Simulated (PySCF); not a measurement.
**A diatomic session: MgTe**

The task here is to estimate one member of a computed series from the others.

Program: PySCF 2.14.0. Level of theory: Mg aug-cc-pVDZ, Te aug-cc-pVDZ-PP with ECP28, scalar-relativistic core potentials. These are calculated values, not measurements.

The first run:

Settings of the job:

```
atoms                         : Mg, Te
charge                        : 0
basis                         : Mg aug-cc-pVDZ, Te aug-cc-pVDZ-PP with ECP28
Hamiltonian                   : scalar-relativistic core potentials
basis functions               : 59
electrons treated             : 36
masses in u                   : 23.9850, 129.9062
levels                        : PBE0, PBE, r²SCAN, MN15, TPSSh, M06-L, CAM-B3LYP, HF, MP2, SCS-MP2, CCSD, CCSD(T)
grid                          : 80 radial by 434 angular points
occupations                   : held fixed by the projection of orbital angular momentum
dissociation limit            : Mg + Te, each in its ground configuration
starting distance in angstrom : 2.675
values of 2S to try           : 0, 2
```

Started as:

```sh
OMP_NUM_THREADS=1 python dia.py task.json out
```

Among the steps run: Input; PBE0 along the bond; Higher solutions at PBE0; PBE (GGA); r²SCAN (meta-GGA); MN15 (hybrid meta-GGA); TPSSh (hybrid meta-GGA); M06-L (meta-GGA); CAM-B3LYP (range-separated hybrid); RHF (mean field); Adding correlation.

One table of the session follows, with a row left open; its other results are not shown here.

It belongs to the step «The curves together». Energy (eV) from each level's lowest point:

```
R (Å)    RHF  RHF-MP2  RHF-SCS-MP2  RHF-CCSD  RHF-CCSD(T)
2.128  0.957    1.011        1.029       n/a          n/a
2.227  0.430    0.460        0.476     0.485        0.497
2.326  0.139    0.149        0.160     0.169        0.175
2.400  0.033    0.035        0.042     0.048        0.050
2.474  0.000    0.000        0.000     0.000        0.000
2.548  0.020    0.026        0.018     0.008        0.007
2.647      ?        ?            ?         ?            ?
2.771  0.267    0.342        0.301     0.238        0.243
2.919  0.496    0.655        0.586     0.478        0.488
3.117  0.802    1.096        0.988       n/a          n/a
```

Q: Estimate the row for R (Å) = 2.647 from the others.

Worked estimate for «RHF». A straight line through the neighbours (2.548, 0.020) and (2.771, 0.267) gives 0.020 + (0.267 − 0.020) × (2.647 − 2.548) / (2.771 − 2.548) = 0.130; a parabola fitted to 4 rows on both sides gives 0.113.

As computed: RHF: 0.105; RHF-MP2: 0.132; RHF-SCS-MP2: 0.111; RHF-CCSD: 0.082; RHF-CCSD(T): 0.082. In «RHF» the line misses by +0.025 and the parabola by +0.008.
